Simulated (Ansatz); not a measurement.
# C2H8SeSi: a ladder of functionals and wavefunction methods

Aim: compute C2H8SeSi with functionals from several rungs and with coupled cluster, and see how far each lands from CCSD(T) at the basis-set limit for the atomisation energy.

Program: Ansatz 0.2.0, Gaussian basis. Level of theory: functionals in def2-TZVPP, the program's frozen cores in correlated methods. These are calculated values, not measurements.

Levels to be run: PBE-D4, r2SCAN-D4, PBE0-D4, B3LYP-D4, ωB97X-V, ωB97M-V, B2PLYP; CCSD(T)/def2-TZVPP; MP2/def2-QZVPP; extrapolation to the limit.

### Step 1. The relaxed structure

The geometry comes from an earlier relaxation with PBE0-D4 in a triple-zeta def2 set; it is a stationary point, not always the lowest conformer.

SMILES `CC[SiH2][SeH]`, 12 atoms, charge 0, spin multiplicity 1.

Atoms are counted from 1 here; the program's logs count them from 0.

Bond lengths: C1–C2 1.524 Å, C1–H5 1.093 Å, C1–H6 1.093 Å, C1–H7 1.092 Å, C2–Si3 1.872 Å, C2–H8 1.097 Å, C2–H9 1.096 Å, Si3–Se4 2.286 Å, Si3–H10 1.487 Å, Si3–H11 1.487 Å, Se4–H12 1.470 Å. Angles: C2–C1–H5 111.3°, C2–C1–H6 111.4°, C2–C1–H7 111.1°, H5–C1–H6 107.6°, H5–C1–H7 107.4°, H6–C1–H7 107.8°, C1–C2–Si3 114.2°, C1–C2–H8 110.8°, C1–C2–H9 110.7°, Si3–C2–H8 106.9°, Si3–C2–H9 107.9°, H8–C2–H9 106.0°, C2–Si3–Se4 112.7°, C2–Si3–H10 111.0°, C2–Si3–H11 110.3°, Se4–Si3–H10 103.3°, Se4–Si3–H11 109.9°, H10–Si3–H11 109.4° and more.

### Step 2. PBE-D4 (GGA)

in.yaml

```yaml
crystal:
  periodic: [false, false, false]
  atoms:
    - {symbol: C, position_ang: [-0.539124, 1.489435, 0.065833]}
    - {symbol: C, position_ang: [-0.180594, 0.223471, 0.835073]}
    - {symbol: Si, position_ang: [0.947645, -0.945803, -0.094953]}
    - {symbol: Se, position_ang: [0.051483, -1.646813, -2.078234]}
    - {symbol: H, position_ang: [0.353190, 2.070270, -0.181818]}
    - {symbol: H, position_ang: [-1.202354, 2.134883, 0.646492]}
    - {symbol: H, position_ang: [-1.043096, 1.249710, -0.873255]}
    - {symbol: H, position_ang: [0.323489, 0.469535, 1.777788]}
    - {symbol: H, position_ang: [-1.084703, -0.329893, 1.112248]}
    - {symbol: H, position_ang: [2.201215, -0.261042, -0.508745]}
    - {symbol: H, position_ang: [1.282501, -2.121640, 0.751484]}
    - {symbol: H, position_ang: [-1.032651, -2.387213, -1.417914]}
basis:
  gaussian: {orbitals: def2-TZVPP}
hamiltonian: {xc: pbe, dispersion: d4}
output: {forces: true, orbitals: {seedname: orbitals}}
```

Started as:

```sh
> ansatz run in.yaml --threads 4 --pin off --events-out ev --progress --plain --max-ram 10444MiB
```

Further steps of the session: r2SCAN-D4 (meta-GGA); PBE0-D4 (hybrid); B3LYP-D4 (hybrid); ωB97X-V (range-separated); ωB97M-V (range-separated); B2PLYP (double hybrid); CCSD(T) in def2-TZVPP; MP2 in def2-QZVPP.

Before running them: what should the planned runs give, taken together? Wanted: atomisation energy, CCSD(T)/CBS; farthest; mean size of error, hybrid; mean size of error, range-separated; gap, smallest and largest; T1 diagnostic; triples share of the correlation energy.

**Answer**, as computed:

```
                               quantity                                                   value
        atomisation energy, CCSD(T)/CBS                                               42.892 eV
    functionals within 0.429 eV (1.0 %)  PBE-D4, r2SCAN-D4, PBE0-D4, B3LYP-D4, ωB97X-V, ωB97M-V
                               farthest                                      B2PLYP (-0.647 eV)
             mean size of error, hybrid                                                0.126 eV
    mean size of error, range-separated                                                0.072 eV
              gap, smallest and largest                    5.10 eV (PBE-D4), 11.43 eV (ωB97X-V)
                          T1 diagnostic                                                  0.0092
triples share of the correlation energy                                                   3.6 %
```

**Reading.** PBE-D4 is off by +0.184 eV. Double hybrids carry the basis error of their MP2 part in triple zeta, and no dispersion term here, so their miss is partly the set-up's. Misses under about 0.429 eV are within the doubt on the reference itself, which lacks core-valence correlation, relativity and higher excitations, and its outer-core shells are covered unevenly. All levels share the lack of spin-orbit coupling, which lowers the free heavy atoms and so the true binding. Hartree-Fock recovers 75 % of the binding; the rest is correlation. Orbital gaps span 5.1 to 11.4 eV; exact exchange widens them. Correlated methods include outer-core shells of Se, which these sets cover unevenly.
